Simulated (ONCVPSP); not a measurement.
**An ONCV potential for nickel, from input to tests**

Task: generate the file, and judge it by its errors in other configurations, its logarithmic derivatives, its ghosts and its cutoff.

Method: ONCVPSP 4.0.1.1 (patched build), PBEsol, scalar-relativistic.

### 1 The atom and the settings

Typed settings, in words:

| Item | Value |
| --- | --- |
| element | nickel (Ni, Z = 28) |
| type | optimised norm-conserving Vanderbilt (ONCV) |
| frozen core | [Ar] |
| valence charge | 10 |
| reference configuration | 3d8 4s1.5 (charge +0.5) |
| partial waves | 4s: rc 1.85 bohr, ncon 4, nbas 8, qcut 4.1 1/bohr, 2 projectors, debl 0.7 Ha; p scattering state at 0.34 Ha: rc 1.85 bohr, ncon 4, nbas 8, qcut 4.8 1/bohr, 2 projectors, debl 3.2 Ha; 3d: rc 1.65 bohr, ncon 4, nbas 9, qcut 10.2 1/bohr, 2 projectors, debl 3 Ha |
| local potential | polynomial inside 1.50 bohr (lpopt 5, dvloc0 0 Ha) |
| core correction | Teter function, fcfact 5, rcfact 1.75 |

An earlier all-electron run gives the scale for the radii.

All-electron outer shells of the reference configuration (PBEsol, scalar-relativistic, ld1.x):

```tsv
shell	level (eV)	outermost node (bohr)	outermost maximum (bohr)
3p	-75.62	0.27	0.65
3d	-13.23	–	0.63
4s	-9.30	0.92	2.18
4p	-4.19	1.00	2.84
```

### 2 Generating the potential

Contents of Ni.dat:

```
# ATOM AND REFERENCE CONFIGURATION
# atsym  z   nc   nv     iexc    psfile
  Ni 28.00    5    2  -116133      upf
#
#   n    l    f
    1    0    2.00
    2    0    2.00
    2    1    6.00
    3    0    2.00
    3    1    6.00
    3    2    8.00
    4    0    1.50
#
# PSEUDOPOTENTIAL AND OPTIMIZATION
# lmax
    2
#
#   l,   rc,      ep,       ncon, nbas, qcut
    0    1.85    0.00    4    8    4.10
    1    1.85    0.34    4    8    4.80
    2    1.65    0.00    4    9   10.20
#
# LOCAL POTENTIAL
# lloc, lpopt,  rc(5),   dvloc0
    4    5    1.50    0.00
#
# VANDERBILT-KLEINMAN-BYLANDER PROJECTORs
# l, nproj, debl
    0    2    0.70
    1    2    3.20
    2    2    3.00
#
# MODEL CORE CHARGE
# icmod, fcfact, rcfact
    3    5.00    1.75
#
# LOG DERIVATIVE ANALYSIS
# epsh1, epsh2, depsh
   -2.00    5.00    0.02
#
# OUTPUT GRID
# rlmax, drl
    6.00    0.01
#
# TEST CONFIGURATIONS
# ncnf
    4
# nvcnf
#   n    l    f
    2
    3    2    8.00
    4    0    2.00
#
    2
    3    2    8.00
    4    0    1.00
#
    2
    3    2    8.00
    4    0    0.00
#
    2
    3    2    7.00
    4    0    2.00
#
```

Launch:

```bash
$ oncvpsp.x < Ni.dat > Ni.out
```

Before running it: what results should come out? Wanted: cutoffs for 1 and 0.1 mHa per electron, occupied waves; bound ghosts; GHOST(+) flags; largest test error; largest phase difference near zero energy, channels read; rms error of d²Exc/dn², without and with the model core.

The runs gave:

```
                                                quantity                                   value
  cutoffs for 1 and 0.1 mHa per electron, occupied waves                         40 Ha and 44 Ha
                                            bound ghosts                         s at -121.91 eV
                                          GHOST(+) flags                             p at 161 eV
                            largest test error (AE − PS)  -73 meV, for 3d8 4s0 (1 test unsolved)
largest phase difference near zero energy, channels read                               0.015 rad
 rms error of d²Exc/dn², without and with the model core                       8.83 and 2.52 mHa
```

In words: A bound ghost (s) makes it unfit for use: electrons can fall into a state that the atom doesn't have. Close by lies the frozen 3s level (-115.1 eV). By total energies transferability is fair where solved: the largest error is 73 meV on 22.9 eV, for 3d8 4s0. Of the tests 1 gave no usable energy difference, which is a warning in itself. The potential is hard: the looser tolerance needs 40 Ha. At the looser tolerance the 3d wave is the slowest; 4s needs 6 Ha. Near zero energy the phases of the channels with partial waves agree within 0.015 rad. The program also flags highly localised states, GHOST(+) (p).
